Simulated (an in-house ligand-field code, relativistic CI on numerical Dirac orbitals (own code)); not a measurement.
**d6 to d9 in a ligand field: terms by electron count**

Which terms of d6 to d9 lie lowest for given Racah parameters and ligand field?

The numbers are computed with an in-house ligand-field code version 1 (parametric ligand-field model of a d^n configuration (Racah B and C, spin-orbit zeta, crystal field), exact diagonalisation), except any that are marked as measured or tabulated.

## 1. The system

```
shell        : d6 to d9
set 1 (cm⁻¹) : d6: B = 430, C = 1990, Oh, 10Dq = 35500
set 2 (cm⁻¹) : d7: B = 430, C = 1990, Oh, 10Dq = 35500
set 3 (cm⁻¹) : d8: B = 430, C = 1990, Oh, 10Dq = 35500
set 4 (cm⁻¹) : d9: B = 430, C = 1990, Oh, 10Dq = 35500
```

## 2. Set 1

The run's settings:

```ini
n = 6
racah_B = 430  # cm-1
racah_C = 1990  # cm-1
zeta = 0  # cm-1
symmetry = Oh
field = {"10Dq": 35500}  # cm-1
```

Command:

```
$ python run_levels.py task.json out
```

One command runs all members of the session, one after another, from task.json.

## 3. Set 2

The settings differ from step 2 so:

```diff
@@ -1,2 +1,2 @@
-n = 6
+n = 7
 racah_B = 430  # cm-1
```

## 4. Set 3

The settings differ from step 3 so:

```diff
@@ -1,2 +1,2 @@
-n = 7
+n = 8
 racah_B = 430  # cm-1
```

## 5. Set 4

The settings differ from step 4 so:

```diff
@@ -1,2 +1,2 @@
-n = 8
+n = 9
 racah_B = 430  # cm-1
```

(Steps that only read results are left out.)

What does the calculation give? Wanted: lowest terms; sets at their largest spin, of those that allow S over 1.

As calculated:

| set | 10Dq/B (size) | lowest | S | electrons in z² and x²-y² | first level of the same spin (cm⁻¹) |
| --- | --- | --- | --- | --- | --- |
| 1: Oh, d6 | 82.6 | 1A1 | 0.00 | 0.01 | 1T1 33901 |
| 2: Oh, d7 | 82.6 | 2E | 0.50 | 1.01 | 2T1 33805 |
| 3: Oh, d8 | 82.6 | 3A2 | 1.00 | 2.00 | 3T2 35500 |
| 4: Oh, d9 | 82.6 | 2E | 0.50 | 3.00 | 2T2 35500 |

```
                                                quantity                         value
                                            lowest terms  1: 1A1, 2: 2E, 3: 3A2, 4: 2E
sets at their largest spin, of those that allow S over 1                          none
```

2 of 4 sets have the highest spin that their shell allows. B, C and the field are free parameters here, not those of a compound.
